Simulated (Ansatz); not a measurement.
# Fe2Pt3: the cost of one run

Computed with Ansatz 0.2.0 (DFT PBE, scalar-relativistic, plane waves, PAW, unless a step's input says otherwise).

1 further run of the same task is left out (it didn't finish). Runs told in other sessions of the task aren't counted.

### 1 The system as given

The structure is monoclinic, space group C2/m (No. 12). The conventional cell has a = 8.587 Å, b = 3.879 Å, c = 5.997 Å, α = 90.00°, β = 133.67°, γ = 90.00°. Fe (site symmetry m) is surrounded by 3 Fe at 2.66 to 2.83 Å and 9 Pt at 2.66 to 2.79 Å. Pt (site symmetry 2/m) has 6 Fe at 2.71 to 2.79 Å and 6 Pt at 2.74 to 2.79 Å in its first shell of neighbours. Around Pt (site symmetry m) lie 6 Fe at 2.66 to 2.75 Å and 6 Pt at 2.69 to 2.83 Å.

As a file:

```cif
data_structure
_symmetry_space_group_name_H-M 'P 1'
_symmetry_Int_Tables_number 1
_cell_length_a 4.7111
_cell_length_b 4.7111
_cell_length_c 5.9967
_cell_angle_alpha 128.997
_cell_angle_beta 128.997
_cell_angle_gamma 48.622
_cell_volume 72.24
loop_
_atom_site_label
_atom_site_type_symbol
_atom_site_fract_x
_atom_site_fract_y
_atom_site_fract_z
_atom_site_occupancy
Fe1 Fe 0.40784 0.40784 0.70856 1
Fe2 Fe 0.59216 0.59216 0.29144 1
Pt1 Pt 0.00000 0.00000 0.50000 1
Pt2 Pt 0.79938 0.79938 0.88503 1
Pt3 Pt 0.20062 0.20062 0.11497 1
```

The cell was relaxed beforehand at this level, from a generated guess; it is a trial structure. At a tolerance of 0.05 Å it has space group C2/m (No. 12); it has 14.45 Å³/atom, an uncorrected energy of -0.19 eV/atom over the elements.

### 2 Bands, states and charges

The input, input.yaml:

```yaml
crystal:
  lattice:
    - [4.2933057067, -1.9395169775, -0.0024119767]
    - [4.2933057067, 1.9395169775, -0.0024119767]
    - [-4.1383649444, 0.0, 4.3398300803]
  atoms:
    - { symbol: Fe, position: [0.4078429643, 0.4078429643, 0.7085554513], spin: 3.36 }
    - { symbol: Fe, position: [0.5921570357, 0.5921570357, 0.2914445487], spin: 3.36 }
    - { symbol: Pt, position: [0.0, 0.0, 0.5], spin: 0.37 }
    - { symbol: Pt, position: [0.7993833976, 0.7993833976, 0.885032957], spin: 0.42 }
    - { symbol: Pt, position: [0.2006166024, 0.2006166024, 0.114967043], spin: 0.42 }
basis:
  ecutwfc: 420
kpoints:
  mp_grid: { grid: [12, 12, 10] }
  band_path:
    path:
      - [[0.0, 0.0, 0.0], [-0.34751816, 0.34751816, 0.0]]
      - [[-0.65248184, -0.34751816, 0.0], [-0.5, -0.5, 0.0], [0.0, 0.0, 0.0], [-0.5, -0.5, 0.5], [-0.74890246, -0.25109754, 0.5]]
      - [[-0.25109754, 0.25109754, 0.5], [0.0, 0.0, 0.5], [0.0, 0.0, 0.0]]
      - [[-0.5, 0.0, 0.5], [0.0, 0.0, 0.0], [-0.5, 0.0, 0.0]]
    npoints: 14
hamiltonian:
  xc: pbe
scf:
  occupations: { method: gaussian, width: 0.1 }
  n_extra_bands: 12
output:
  forces: true
  stress: true
  eigenvalues: true
  populations: true
  dos: { projected: true, de: 0.02, nscf_kmesh: { grid: [15, 15, 12] } }
  bader: true
  write_density: true
  write_potential: true
  elf: true
  volumetric_format: npy
magnetization:
  spin_polarized: true
checkpoint:
  read: start.run
  write: ck
  compress: false
  write_wavefunctions: false
  write_every: 100000
```

On the command line:

```bash
> ansatz run input.yaml --threads 4 --pin off --max-ram 8192MiB --backend cpu --events-out ev --progress --plain --runs-dir out
```

**Question.** How long does this run take on 4 threads of AMD EPYC 9R45 (Zen 5), shared host, and how much memory does it need?

About 58 s, with a peak of 2.4 GiB.
